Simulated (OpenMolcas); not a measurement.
**Pt⁵⁺ among point charges: CASSCF and CASPT2 levels and susceptibility**

Aim: the splitting of the states of Pt⁵⁺ in the field of 4 point charges, its lowest levels with spin-orbit coupling and its magnetic susceptibility.

Program: OpenMolcas 26.06. Level of theory: state-averaged CASSCF and CASPT2, spin-orbit coupling by RASSI with atomic mean-field integrals. These are calculated values, not measurements, unless marked.

### 1 The atom as given

```
Species                           : Pt⁵⁺ (platinum, Z = 78, 73 electrons)
Basis                             : ANO-RCC-VDZP [7s6p4d2f], 59 functions
Scalar Hamiltonian                : DKH2, point nucleus
Inactive shells                   : 1s 2s 2p 3s 3p 3d 4s 4p 4d 4f 5s 5p
Active space                      : 5 electrons in 5 orbitals (5d)
Some configurations of this space : 5d⁵
Orbitals                          : optimised for each spin and parity, averaged over all roots
```

The outer shells:

5d5
```
5d [↑ ][↑ ][↑ ][↑ ][↑ ]
```

The ion sits among 4 point charges of -1.2 e arranged as a tetrahedron (Td), 1.96 Å from the ion.

The work runs as a chain of OpenMolcas steps in one folder; each step below is one input file. Labels, J, g values, rates, χT and fits are worked out afterwards by a script from the matrices that RASSI stores.

### 2 Basis and integrals

Input file a.inp:

```
&GATEWAY
Coord
1

Pt 0.0 0.0 0.0
Basis=ANO-RCC-VDZP
Group=NoSym
NoMove
AngMom=0.0 0.0 0.0
AMFI
XField
4 Angstrom 0
1.131607 1.131607 1.131607 -1.200000
1.131607 -1.131607 -1.131607 -1.200000
-1.131607 1.131607 -1.131607 -1.200000
-1.131607 -1.131607 1.131607 -1.200000
&SEWARD
```

### 3 CASSCF: sextets, 1 root

Input file a.inp:

```
&RASSCF
FileOrb=start.orb
Symmetry=1
Spin=6
nActEl=5 0 0
Inactive=34
Ras2=5
CIRoot=1 1 1
SDav=1
CIMx=300
Iter=120 100
PrWF=0.3
OrbListing=Nothing
MaxOrb=0
>>> COPY $Project.JobIph JOB001
```

start.orb holds the contracted functions of the basis, ordered by shell, or the orbitals of the step before.

### 4 Reference wave functions, quartets, 24 roots

Input file a.inp:

```
&RASSCF
FileOrb=start.orb
Symmetry=1
Spin=4
nActEl=5 0 0
Inactive=34
Ras2=5
CIRoot=24 24 1
SDav=24
CIMx=300
Iter=120 100
PrWF=0.3
OrbListing=Nothing
MaxOrb=0
>>> COPY $Project.JobIph JOB002
```

### 5 Reference wave functions, doublets, 75 roots

Input file a.inp:

```
&RASSCF
FileOrb=start.orb
Symmetry=1
Spin=2
nActEl=5 0 0
Inactive=34
Ras2=5
CIRoot=75 75 1
SDav=75
CIMx=300
Iter=120 100
PrWF=0.3
OrbListing=Nothing
MaxOrb=0
>>> COPY $Project.JobIph JOB003
```

### 6 RASSI: spin-orbit coupling between the states

Input file a.inp:

```
&RASSI
NrOfJobIphs=3 1 24 75
1
1 2 3 4 5 6 7 8 9 10 11 12 13 14 15 16 17 18 19 20 21 22 23 24
1 2 3 4 5 6 7 8 9 10 11 12 13 14 15 16 17 18 19 20 21 22 23 24 25 26 27
28 29 30 31 32 33 34 35 36 37 38 39 40 41 42 43 44 45 46 47 48 49 50 51
52 53 54 55 56 57 58 59 60 61 62 63 64 65 66 67 68 69 70 71 72 73 74 75
IphNames
JOB001
JOB002
JOB003
EJob
SpinOrbit
DIPRint=1.0
SOCoupling=1000.0
Subsets=2
Property=9
'ANGMOM' 1 'ANGMOM' 2 'ANGMOM' 3 'MLTPL  1' 1 'MLTPL  1' 2 'MLTPL  1' 3
'AMFI' 1 'AMFI' 2 'AMFI' 3
SOProperty=3
'ANGMOM' 1 'ANGMOM' 2 'ANGMOM' 3
```

### 7 CASPT2: IPEA 0.25, imaginary shift 0.1 (closed shells correlated: 4f 5s 5p)

Input file a.inp:

```
>>> COPY JOB001 $Project.JobIph
&CASPT2
Multistate=1 1
Frozen=23
IPEA=0.25
Imaginary=0.1
MaxIter=60
WThr=0.0 0.3 0.05
PrWF=0.5
NoMix
>>> COPY JOB002 $Project.JobIph
&CASPT2
Multistate=24 1 2 3 4 5 6 7 8 9 10 11 12 13 14 15 16 17 18 19 20 21 22
23 24
NoMult
Frozen=23
IPEA=0.25
Imaginary=0.1
MaxIter=60
WThr=0.0 0.3 0.05
PrWF=0.5
NoMix
>>> COPY JOB003 $Project.JobIph
&CASPT2
Multistate=75 1 2 3 4 5 6 7 8 9 10 11 12 13 14 15 16 17 18 19 20 21 22
23 24 25 26 27 28 29 30 31 32 33 34 35 36 37 38 39 40 41 42 43 44 45 46
47 48 49 50 51 52 53 54 55 56 57 58 59 60 61 62 63 64 65 66 67 68 69 70
71 72 73 74 75
NoMult
Frozen=23
IPEA=0.25
Imaginary=0.1
MaxIter=60
WThr=0.0 0.3 0.05
PrWF=0.5
NoMix
```

(Steps that only read results are left out.)

Before running it: what results should come out? Wanted: spin-free ground state; lowest level; next level.

As calculated:

| quantity | value |
| --- | --- |
| method | SS-CASPT2, IPEA 0.25, imaginary shift 0.1 (closed shells correlated: 4f 5s 5p) |
| spin-free ground state | 6A1, 1-fold in its orbital part |
| lowest level | 4-fold Γ8 |
| next level | 54.3 cm⁻¹ |
| χT at 300 K | 3.96 cm³ K/mol |
| effective moment at 300 K | 5.63 μB |

Cost by method:

```tsv
method	time of its own steps	time with the reference
A. CASSCF	28 s	28 s
B. SS-CASPT2, IPEA 0.25, imaginary shift 0.1, +4f 5s 5p	23 s	51 s
```

Times are of one thread on a shared host.

The spin-free ground state (6A1) comes to 100 % from free-ion S terms and keeps the highest spin of the shell. χT at 300 K is 3.96, against 4.39 cm³ K/mol for the spin alone, so spin-orbit coupling lowers it. An active space of the d shell alone favours high spin; real ions in strong fields can be low spin. A ligand-field fit to the states below 45000 cm-1 gives 10Dq = -1940 cm-1, B = 754 cm-1 and C = 3950 cm-1 (C/B = 5.24), with a deviation of 725 cm-1. CASPT2 does not keep the components of a term degenerate, and the means are used. The field of point charges can differ much from that of real complexes. Point charges carry no covalency, so the field is a model and not that of real ligands.
